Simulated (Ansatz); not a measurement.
Br:

```
CELL_PARAMETERS angstrom
3.36325 -2.32255 0.00000
3.36325 2.32255 0.00000
0.00000 0.00000 8.70230
ATOMIC_POSITIONS crystal
Br 0.36510 0.63490 0.39010
Br 0.13490 0.86510 0.89010
Br 0.63490 0.36510 0.60990
Br 0.86510 0.13490 0.10990
```

Base run:

| Item | Value |
| --- | --- |
| Program | Ansatz 0.2.0 |
| Functional | LDA |
| Potentials or basis | Ansatz PAW |
| Cutoff | 420 eV |
| Density cutoff | 1680 eV |
| k mesh | 6 × 6 × 4 |
| Occupations | fixed |
| Spin | no spin polarisation |

Its results: band gap on the k mesh 1.74 eV, indirect (least direct gap 1.77 eV); pressure -1.2 GPa; largest force 0.695 eV/Å.

Question: The run is repeated on the same cell with these changes: functional from LDA to PBEsol; level from lda to pbesol. What comes out?

Answer: Band gap on the k mesh 1.82 eV, indirect (least direct gap 1.86 eV); pressure 0.1 GPa; largest force 0.722 eV/Å.

Caveats: the PAW data sets come from PBE, with cores solved anew for the run's functional, which leaves a small shift of forces and pressure.

Not every run made on this cell is shown here.
